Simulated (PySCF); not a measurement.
# CoH₄: relaxation and vibrations of the quartet

The task is one start of a wider search on CoH₄: the quartet, from a PBE0 minimum start. It is relaxed, tested by its Hessian and followed downhill if it is a saddle.

Computed with PySCF 2.14.0. Level: PBE0, basis Co def2-TZVP, H def2-TZVP, no relativity, density fitting.

### 1 The starting structure

5 atoms, charge 0, spin multiplicity 4.

Bond lengths: Co1–H3 1.583 Å, Co1–H5 1.583 Å, H2–H4 0.764 Å. Angles: H3–Co1–H5 140.6°.

Coordinates in bohr (charge 0 multiplicity 4):
```
Co   -0.0647   -0.0687   -0.0451
H     2.0001    3.1494    0.7442
H     1.4049   -2.5910    0.6106
H     3.0430    2.1500    0.7686
H    -2.6622    1.3065    0.5156
```

### 2 First SCF at the start

One driver script runs all steps and calls PySCF; scf.py shows how it sets up the SCF of each step. The optimiser is the driver's own. After this first run the driver tries any further starts and a stability analysis.

scf.py reads:

```python
from pyscf import gto, scf, dft
mol = gto.M(atom='''
Co    -0.034260    -0.036333    -0.023882
H      1.058398     1.666584     0.393820
H      0.743464    -1.371102     0.323129
H      1.610264     1.137733     0.406712
H     -1.408769     0.691371     0.272854''',
    basis={'Co': 'def2-TZVP', 'H': 'def2-TZVP'},
    charge=0, spin=3)
mf = dft.UKS(mol, xc='PBE0')
mf.grids.atom_grid = (50, 194)
aux = {'Co': 'def2-universal-JKFIT', 'H': 'def2-universal-JKFIT'}
mf = mf.density_fit(auxbasis=aux)
mf.conv_tol = 1e-08
mf.diis_space = 10
mf.max_cycle = 60
mf.init_guess = 'minao'
mf.verbose = 4
mf.kernel()
```

The run is started by

```
$ OMP_NUM_THREADS=2 python axn.py task.json out
```

The program printed:

```text
init E= -1383.64513187393
[... the frontier-level lines of each cycle are left out ...]
cycle= 1 E= -1367.3389493098  delta_E= 16.3  |g|= 5.47  |ddm|= 16.7
cycle= 2 E= -1355.94999669076  delta_E= 11.4  |g|= 10.1  |ddm|= 17.9
cycle= 3 E= -1374.22345424941  delta_E= -18.3  |g|= 6.59  |ddm|= 5.13
cycle= 4 E= -1377.13610833711  delta_E= -2.91  |g|= 5.76  |ddm|= 1.22
cycle= 5 E= -1378.23327231194  delta_E= -1.1  |g|= 5.26  |ddm|= 0.32
cycle= 6 E= -1384.53026285  delta_E= -6.3  |g|= 0.895  |ddm|= 1.59
cycle= 7 E= -1384.74119166893  delta_E= -0.211  |g|= 0.452  |ddm|= 0.512
cycle= 8 E= -1384.80781142034  delta_E= -0.0666  |g|= 0.228  |ddm|= 0.246
cycle= 9 E= -1384.83722717987  delta_E= -0.0294  |g|= 0.0688  |ddm|= 0.217
cycle= 10 E= -1384.8385938352  delta_E= -0.00137  |g|= 0.0992  |ddm|= 0.0667
cycle= 11 E= -1384.83947990688  delta_E= -0.000886  |g|= 0.0891  |ddm|= 0.0174
cycle= 12 E= -1384.84321536894  delta_E= -0.00374  |g|= 0.0169  |ddm|= 0.109
cycle= 13 E= -1384.84363613705  delta_E= -0.000421  |g|= 0.00379  |ddm|= 0.0456
cycle= 14 E= -1384.84369246257  delta_E= -5.63e-05  |g|= 0.00341  |ddm|= 0.0103
cycle= 15 E= -1384.84374579039  delta_E= -5.33e-05  |g|= 0.00229  |ddm|= 0.0115
cycle= 16 E= -1384.84381357982  delta_E= -6.78e-05  |g|= 0.00184  |ddm|= 0.0171
cycle= 17 E= -1384.84388297141  delta_E= -6.94e-05  |g|= 0.00164  |ddm|= 0.0209
cycle= 18 E= -1384.84393126973  delta_E= -4.83e-05  |g|= 0.00147  |ddm|= 0.0156
cycle= 19 E= -1384.84401454678  delta_E= -8.33e-05  |g|= 0.00124  |ddm|= 0.0307
cycle= 20 E= -1384.84407823017  delta_E= -6.37e-05  |g|= 0.00107  |ddm|= 0.0289
cycle= 21 E= -1384.84411866449  delta_E= -4.04e-05  |g|= 0.000894  |ddm|= 0.0221
cycle= 22 E= -1384.84417077171  delta_E= -5.21e-05  |g|= 0.00104  |ddm|= 0.0418
cycle= 23 E= -1384.84418586008  delta_E= -1.51e-05  |g|= 0.000493  |ddm|= 0.0173
cycle= 24 E= -1384.84419633419  delta_E= -1.05e-05  |g|= 0.000416  |ddm|= 0.0273
cycle= 25 E= -1384.84419695332  delta_E= -6.19e-07  |g|= 0.000242  |ddm|= 0.00549
cycle= 26 E= -1384.84419701012  delta_E= -5.68e-08  |g|= 0.000191  |ddm|= 0.00146
cycle= 27 E= -1384.84419702004  delta_E= -9.92e-09  |g|= 4.29e-05  |ddm|= 0.000258
Extra cycle  E= -1384.84419702294  delta_E= -2.9e-09  |g|= 3.24e-05  |ddm|= 6.84e-05
converged SCF energy = -1384.84419702294  <S^2> = 3.7644223  2S+1 = 4.0072046
```

This step, with its further starts and checks, ran for 16 s (2 threads of Intel Xeon 6975P-C (Granite Rapids), shared host).

The starts that the driver tried:

```csv
start,energy (Eh)
the minimal-basis guess,-1384.844197
a thermally smeared density,-1384.844197
a smeared PBE density,-1384.844197
```

No lower solution of this spin turned up from the other starts or in the test of internal stability.

### 3 Relaxation: PBE0 minimum start, quartet

The program finds Cs symmetry in the start, which this walk keeps. The walk stops when the largest gradient is under 0.0003 Eh/bohr and the energy has settled too.

Changes to scf.py since step 2:

```diff
@@ -17 +16,0 @@
-mf.init_guess = 'minao'
```

Steps of the walk:

```csv
step,energy (Eh),change (kJ/mol),largest symmetric gradient (Eh/bohr)
0,-1384.844197,0.00,0.00007
```

The walk took 1 s.

Geometry (Å) and forces (eV/Å) at some steps:

```
step 0
Co  -0.034  -0.036  -0.024   0.000   0.007   0.002
H    1.058   1.667   0.394  -0.002  -0.006  -0.002
H    0.743  -1.371   0.323   0.001   0.000   0.002
H    1.610   1.138   0.407   0.003  -0.001  -0.002
H   -1.409   0.691   0.273  -0.002   0.000   0.001
```

End point (Cs, 0 steps, 0.0 kJ/mol gained): Co–H 1.583 Å (×2), H–H 0.764 Å; H–Co–H 140.6°.

### 4 Hessian and properties

On the finer grid the gradient is checked again; gradients at displacements of ±0.02 bohr then give force constants and infrared intensities.

Changes to scf.py since step 3:

```diff
@@ -3,5 +3,5 @@
-Co    -0.034260    -0.036333    -0.023882
-H      1.058398     1.666584     0.393820
-H      0.743464    -1.371102     0.323129
-H      1.610264     1.137733     0.406712
-H     -1.408769     0.691371     0.272854''',
+Co    -0.034282    -0.036343    -0.023367
+H      1.058318     1.666487     0.393771
+H      0.743733    -1.371171     0.322925
+H      1.610172     1.137648     0.406662
+H     -1.408844     0.691632     0.272642''',
@@ -11 +11 @@
-mf.grids.atom_grid = (50, 194)
+mf.grids.atom_grid = (75, 302)
@@ -14 +14 @@
-mf.conv_tol = 1e-08
+mf.conv_tol = 1e-10
```

This SCF starts from the last density.

Log of the central SCF (cycles and frontier levels):

```text
init E= -1384.84409421352
[... the frontier-level lines of each cycle are left out ...]
cycle= 1 E= -1384.84409421352  delta_E= 4.55e-13  |g|= 5.66e-06  |ddm|= 3.94e-06
Extra cycle  E= -1384.84409421348  delta_E= 3.96e-11  |g|= 1.5e-05  |ddm|= 7.35e-06
converged SCF energy = -1384.84409421348  <S^2> = 3.764419  2S+1 = 4.007203
```

The whole step took 75 s.

Geometry: Cs; Co–H 1.583 Å (×2), H–H 0.764 Å; H–Co–H 140.7°.

Modes, for the most abundant isotopes:

```csv
symmetry,ω (cm⁻¹),IR (km/mol),μ (u)
a'',274,2.7,1.02
a',373,45.6,1.06
a'',418,0.0,1.01
a',440,177,1.02
a',523,154,1.05
a'',828,1.0,1.01
a'',1745,524,1.04
a',1791,56.3,1.01
a',4119,0.2,1.01
```

No imaginary mode, so this is a minimum.

Constants and moments:

```
Dipole moment                                                   : 2.53 D
Highest occupied level                                          : -6.95 eV
Lowest empty level                                              : -2.63 eV
Rotational constants                                            : 3.319, 1.941, 1.281 cm⁻¹
Zero-point energy                                               : 62.9 kJ/mol
Principal polarisabilities                                      : 25.5, 33.7, 45.4 bohr³
Atomisation energy without zero-point energy                    : 927 kJ/mol
Principal traceless quadrupole moments about the centre of mass : -7.51, 2.25, 5.26 D Å
Entropy at 298.15 K and 1 bar (electronic part: spin only)      : 268.6 J/(mol K)
Heat capacity Cp at 298.15 K                                    : 66.4 J/(mol K)
Enthalpy at 298.15 K above 0 K                                  : 14.21 kJ/mol
Rotational symmetry number                                      : 1
Spin squared ⟨S²⟩                                               : 3.764
```

Populations by atom (charges in e):

| atom | Mulliken | Löwdin | polar tensor | spin (Mulliken) | Mayer order to Co1 |
| --- | --- | --- | --- | --- | --- |
| Co1 | 0.25 | 0.23 | 0.75 | 2.85 | – |
| H2,4 | 0.06 | 0.09 | 0.02 | 0.02 | 0.14 |
| H3,5 | -0.19 | -0.20 | -0.40 | 0.06 | 0.93 |

Outer orbital energies (eV). α occupied: -14.58, -11.82, -11.46, -11.24, -10.25, -10.13, -8.03, -6.95; empty: -0.26, 0.92, 1.94, 2.56. β occupied: -65.91, -65.89, -65.73, -14.24, -9.22, -8.43, -8.43, -7.63; empty: -2.63, -2.36, -1.87, 0.54.

Mulliken populations on Co1: s 6.86, p 12.49, d 7.40, f 0.00.

### 5 Outcome

| quantity | value |
| --- | --- |
| minimum | quartet, Cs |
| geometry | Co–H 1.583 Å (×2), H–H 0.764 Å; H–Co–H 140.7° |
| wavenumbers (cm⁻¹) | 274 (a''), 373 (a'), 418 (a''), 440 (a'), 523 (a'), 828 (a''), 1745 (a''), 1791 (a'), 4119 (a') |
| dipole moment | 2.53 D |
| highest occupied, lowest empty level (either spin) | -6.95, -2.63 eV |
| polar-tensor charge of Co1 | +0.75 e |
| zero-point energy | 62.9 kJ/mol |
| entropy at 298.15 K | 268.6 J/(mol K) |
| atomisation energy (no zero-point energy) | 927 kJ/mol |
| ⟨S²⟩ | 3.764 |

In words: The PBE0 minimum start keeps its Cs symmetry and ends in a minimum. In the infrared the band at 1745 cm⁻¹ (a'') leads. Most of the spin sits on Co1 (Mulliken spin 2.85, against 3 for the whole molecule). Only this shape and spin were tried, so other structures or states may lie lower. One determinant may miss the lowest occupation of an open d or f shell.

The search up to here took 92 s.
